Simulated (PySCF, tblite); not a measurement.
# C4H4ClSi2 radical: geometry, infrared bands and EPR parameters

Aim: predict the infrared bands and EPR parameters of C4H4ClSi2 radical (`[C]#C[Si@H](Cl)C#C[SiH3]`).

The runs use tblite 0.8.0 and PySCF 2.14.0, with density-fitted response routines of our own; the level of theory stands in each step. All values are computed, except where a source is named. Atoms are numbered from 0 throughout.

### 1 The molecule as given

11 atoms, charge 0, multiplicity 2; geometry from: force field or distance geometry start.

Bonds of the start (Å): C0–C1 1.55, C1–Si2 1.88, Si2–Cl3 2.07, Si2–C4 1.87, C4–C5 1.20, C5–Si6 1.88, Si2–H7 1.49, Si6–H8 1.49, Si6–H9 1.47, Si6–H10 1.49.

### 2 Relaxing the molecule with GFN2-xTB

Job settings and geometry (Å):

```
{"job": {"kind": "relax", "xc": "GFN2-xTB", "basis": "xTB"}, "charge": 0, "multiplicity": 2}
C     -3.489700    -2.294200    -1.637000
C     -2.861300    -1.072900    -0.928500
Si    -2.074700     0.378200    -0.030000
Cl    -2.473400     2.112800    -1.092000
C     -0.222200     0.229300     0.162200
C      0.967600     0.140600     0.268300
Si     2.833800     0.013400     0.439500
H     -2.695600     0.580500     1.310200
H      3.307400    -1.307600    -0.060400
H      3.494600     1.086300    -0.326900
H      3.219000     0.136200     1.868800
```

Launch:

```console
$ OMP_NUM_THREADS=1 python probes_run.py task.json out
```

One launch serves the whole session: the jobs run in the order shown.

**Question.** This job is followed by: GFN2-xTB harmonic vibrations, gas phase; UKS B3LYP, pcH-1 on C Cl H Si, non-relativistic, mean-field spin-orbit, GIAO. What will the session give for the following? strongest single infrared mode (GFN2-xTB); zero-point energy (GFN2-xTB); g(iso) (B3LYP); ⟨S²⟩; largest a(iso) (averaged by class); potential on the surface of density 0.002 e/bohr³, 1st and 99th percentile.

As calculated:

```
                                                                  quantity                  value
                                 strongest single infrared mode (GFN2-xTB)  2258 cm⁻¹, 438 km/mol
                                              zero-point energy (GFN2-xTB)          31.6 kcal/mol
                                                            g(iso) (B3LYP)                2.00251
                                                                      ⟨S²⟩     0.771 (exact 0.75)
                                        largest a(iso) (averaged by class)   13C on C0, 936.3 MHz
potential on the surface of density 0.002 e/bohr³, 1st and 99th percentile     -0.58 V and 1.45 V
```

What this shows: Over 61 steps the energy fell by 2.852 eV; of the close pairs, C0–C1 changed most, 1.545 to 1.199 Å. No mode is imaginary among the 27: a minimum at this level. The strongest single mode, at 2258 cm⁻¹, moves mainly H10. Unscaled tight-binding wavenumbers are off by several per cent, some by more. Its intensities can rank the bands wrongly. C0 carries the largest spin population, 1.14 e. The isotropic g lies 0.2 ppt above the free-electron value. The conformer search found further structures of the same energy, which may be mirror or relabelled copies of this one.
